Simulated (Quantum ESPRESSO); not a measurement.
**Hf3F in Quantum ESPRESSO: the effect of target pressure**

The system is Hf3F.

```
Hf F
1.0
     3.01827    0.00000    0.00000
     0.00000    4.21978    0.00000
     0.00000    0.00000    5.91486
Hf F
3 1
Direct
  0.00000 0.00000 0.50000
  0.50000 0.50000 0.75392
  0.50000 0.50000 0.24608
  0.00000 0.00000 0.00000
```

The cell was built by a generator and needn't be a form met in nature.

Alike in all runs:

- Program: Quantum ESPRESSO 7.5
- Task: phonons
- Functional: PBEsol
- Potentials or basis: PseudoDojo 0.4.1 SR PBEsol standard
- Cutoff: 1143 eV
- Density cutoff: 4572 eV
- k mesh: 4 × 2 × 2, shifted
- Occupations: fermi-dirac, width 0.05 eV
- Spin: no spin polarisation

Each run relaxes the cell or the atoms first.

Question: One run gave: relaxed volume 18.57 Å³/atom; highest phonon frequency 175 cm⁻¹. Which target pressure did it use?
A. 2 GPa
B. 15 GPa
C. 0 GPa
D. 10 GPa

Answer: C.

```csv
target pressure,relaxed volume (Å³/atom),highest phonon frequency (cm⁻¹)
0 GPa,18.57,175
2 GPa,18.22,178
10 GPa,17.28,185
15 GPa,16.66,190
```

Caveats: all runs use coarse meshes; the mesh is thin for the phonons of a metal; some modes are imaginary; an odd number of electrons without spin polarisation forces a metal; a magnetic or distorted state may lie lower; the cell is more than 3 GPa from zero pressure, which shifts response properties (some runs).
